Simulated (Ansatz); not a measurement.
I need a phonon calculation by linear response of CdTe, space group F-43m. Use the Ansatz DFT code, driven from Python. Settings: LDA, PAW, the default cutoff (420 eV here), 6×6×6 k-points, fixed occupations.

Input file `cdte.vasp`:
```text
CdTe
1.0
   0.00000000    3.20500000    3.20500000
   3.20500000    0.00000000    3.20500000
   3.20500000    3.20500000    0.00000000
Cd Te
1 1
Direct
   0.00000000    0.00000000    0.00000000
   0.25000000    0.25000000    0.25000000
```

`dfpt_cdte.py`
```python
# -*- coding: utf-8 -*-
"""Zone-centre and zone-boundary phonons of CdTe by linear response."""

from pathlib import Path
import warnings

import ansatz as az
from ase.io import read
import numpy as np


def main():
    warnings.simplefilter("ignore", az.DeckWarning)

    atoms = read("cdte.vasp", format="vasp")
    crystal = az.Crystal.from_ase(atoms)

    calc = crystal.calculation()
    calc = calc.functional("LDA")
    calc = calc.occupations("fixed")
    calc = calc.kpoints(6, 6, 6)
    calc = calc.phonons("dfpt", points=[(0, 0, 0), (0.5, 0.5, 0)])
    outcome = calc.run(threads=1, backend="cpu", runs_dir="runs")
    ph = outcome.phonons

    for q in ph.qpoints:
        print("q =", np.round(q.q_frac, 3), "1/cm:", " ".join(f"{w:.1f}" for w in q.omega_inv_cm))


if __name__ == "__main__":
    main()
```

```console
$ python dfpt_cdte.py
q = [0. 0. 0.] 1/cm: -0.0 0.0 0.0 147.8 147.8 147.8
q = [0.5 0.5 0. ] 1/cm: 35.1 35.1 132.4 132.7 154.2 154.2
```

The cell isn't relaxed first, so the values belong to this volume. Of the deposited cell: the entry's cell lengths or inner coordinates differ somewhat from later room-temperature determinations. No non-analytic term is added, so at the zone centre the longitudinal optical modes of a polar crystal aren't split off. The structure is a deposited one; some such entries were measured under pressure or heat, so a shift against it needn't be the functional's error alone. The structure is taken as given; imaginary modes can come from an unrelaxed or unstable start. It ran for 39 s on 1 thread of Arm Neoverse V2, on a shared host, peak memory 0.6 GiB.
